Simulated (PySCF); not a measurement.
# The bond of PbH, level by level

Aim: find the lowest electronic state of PbH, scan its bond at several levels of theory, and get bond length, wavenumber and dissociation energy from each curve.

Method: H cc-pVTZ, Pb cc-pVTZ-PP with ECP60, scalar-relativistic core potentials; program: PySCF 2.14.0.

### Step 1. The job

The job is set up so:

- atoms: H, Pb
- charge: 0
- basis: H cc-pVTZ, Pb cc-pVTZ-PP with ECP60
- Hamiltonian: scalar-relativistic core potentials
- basis functions: 53
- electrons treated: 23
- masses in u: 1.0078, 207.9766
- levels: PBE0, PBE, r²SCAN, M06-2X, BP86, PW91, LC-ωPBE, HF, MP2, SCS-MP2, CCSD, CCSD(T)
- grid: 80 radial by 434 angular points
- occupations: held fixed by the projection of orbital angular momentum
- dissociation limit: H + Pb, each in its ground configuration
- starting distance in angstrom: 1.715
- values of 2S to try: 1, 3

Command:

```sh
OMP_NUM_THREADS=1 python dia.py task.json out
```

After this run come: The PBE0 curve of the state that the search chose; Other states along the same grid; PBE (GGA); r²SCAN (meta-GGA); M06-2X (hybrid meta-GGA); BP86 (GGA); PW91; LC-ωPBE (range-separated hybrid); UHF; Correlated methods on the Hartree–Fock reference.

What does the calculation give? Wanted: for each run, Re; ωe; De; μ.

**Answer**, as computed:

Lowest PBE0 solution found, without spin–orbit coupling: ²Π (doublet), unpaired electrons π ↑. State 2 has its PBE0 minimum 2.16 eV higher. The other levels ran on the lowest alone.

```
      level  Re (Å)  ωe (cm⁻¹)  De (eV)  μ (D)
        UHF   1.845       1664     1.47   1.01
    UHF-MP2   1.831       1687     2.28    n/a
UHF-SCS-MP2   1.840       1664     2.39    n/a
   UHF-CCSD   1.846       1629     2.44    n/a
UHF-CCSD(T)   1.849       1616     2.48    n/a
        PBE   1.875       1543     2.49   1.12
       PW91   1.872       1550     2.49   1.11
       BP86   1.874       1543     2.64   1.12
     r²SCAN   1.857       1598     2.47   1.06
       PBE0   1.854       1611     2.42   1.05
     M06-2X   1.852       1600     2.29   1.17
    LC-ωPBE   1.828       1693     2.36   0.95
```

De is counted to H + Pb in their ground configurations. A positive dipole means H(−)Pb(+).

Differences from CCSD(T) in the same basis:

```csv
level,Re (mÅ),ωe (%)
UHF,-3,+3.0
UHF-MP2,-18,+4.4
UHF-SCS-MP2,-9,+3.0
UHF-CCSD,-3,+0.8
PBE,+26,-4.5
PW91,+24,-4.1
BP86,+26,-4.5
r²SCAN,+8,-1.1
PBE0,+5,-0.3
M06-2X,+3,-1.0
LC-ωPBE,-21,+4.8
```

In words: Against CCSD(T) in the same basis, the bond length is nearest at UHF and UHF-CCSD and M06-2X (3 mÅ off) and farthest at PBE and BP86 (+26 mÅ); the wavenumber is nearest at PBE0 (-0.3 %) and farthest at LC-ωPBE (+4.8 %). Hartree–Fock falls on the short and stiff side, its usual fault. PBE has the long and soft bond that GGAs tend to give. Among the levels with a De in the table, it runs from 1.47 eV (UHF) to 2.64 eV (BP86).

Correlated steps freeze 4 core orbitals. These are scalar-relativistic numbers at best; spin–orbit coupling would shift them, the dissociation energy most. With spin–orbit coupling the term label itself may not hold.
